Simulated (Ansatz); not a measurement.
K₂NaCl₃, space group P-3m1, cell relaxations under several functionals

Computed with Ansatz 0.2.0 through its Python package.

Notebook, run cell by cell (the value of a cell's last expression is shown):

**Cell 1**
```python
import ansatz
import numpy as np
```

**Cell 2**
```python
def edges_and_angles(cell):
    cell = np.asarray(cell)
    a, b, c = np.linalg.norm(cell, axis=1)
    cosines = cell[1] @ cell[2] / (b * c), cell[0] @ cell[2] / (a * c), cell[0] @ cell[1] / (a * b)
    return (a, b, c, *np.degrees(np.arccos(cosines)))
```

**Cell 3**
```python
structure = (
    ansatz.Lattice.from_parameters(4.273973, 4.273973, 10.570674, alpha=90.0, beta=90.0, gamma=120.0)
    .atom("K", (1 / 3, 2 / 3, 0.67902))
    .atom("K", (2 / 3, 1 / 3, 0.32098))
    .atom("Na", (0.0, 0.0, 0.0))
    .atom("Cl", (1 / 3, 2 / 3, 0.14299))
    .atom("Cl", (2 / 3, 1 / 3, 0.85701))
    .atom("Cl", (0.0, 0.0, 0.5))
)
```

**Cell 4**
```python
len(structure.resolved().sites)
```
Output:
```text
6
```

**Cell 5**
```python
calculation = (
    structure.calculation()
    .basis(530)
    .occupations("fixed")
    .kpoints(6, 6, 2)
    .relax(cell=True, max_steps=100)
)
```

**Cell 6**
```python
levels = [("blyp", "d3bj"), ("r2scan", "none"), ("pbesol", "none")]
print("level            a       b       c    alpha   beta  gamma  V/atom  steps")
for name, dispersion in levels:
    seen = []
    run = calculation.functional(name, dispersion=dispersion).session().plan()
    out = run.execute(on_event=lambda e: seen.append(e) if e["event"] == "relax_step" else None)
    cell = out.lattice.cell_ang
    label = name if dispersion == "none" else f"{name}+{dispersion}"
    print("{:13s} {:7.4f} {:7.4f} {:7.4f} {:6.2f} {:6.2f} {:6.2f}".format(label, *edges_and_angles(cell)), f"{abs(np.linalg.det(cell)) / len(out.lattice.sites):7.3f} {len(seen):5d}")
```
Output:
```text
level            a       b       c    alpha   beta  gamma  V/atom  steps
blyp+d3bj      4.1999  4.1999 10.4709  90.00  90.00 120.00  26.659     6
r2scan         4.2729  4.2729 10.5886  90.00  90.00 120.00  27.904     3
pbesol         4.2514  4.2514 10.5137  90.00  90.00 120.00  27.429     4
```

From smallest to largest: BLYP+D3BJ (26.66 Å³ an atom, -4.3 % against the start), PBEsol (27.43 Å³ an atom, -1.6 % against the start) and r2SCAN (27.90 Å³ an atom, +0.1 % against the start). The spread is 4.7 % in volume.

The structure comes from a database of computed cells and needn't be a stable or known phase. It ran for 64 s on 1 thread of Arm Neoverse V1, on a shared host, peak memory 0.98 GiB.
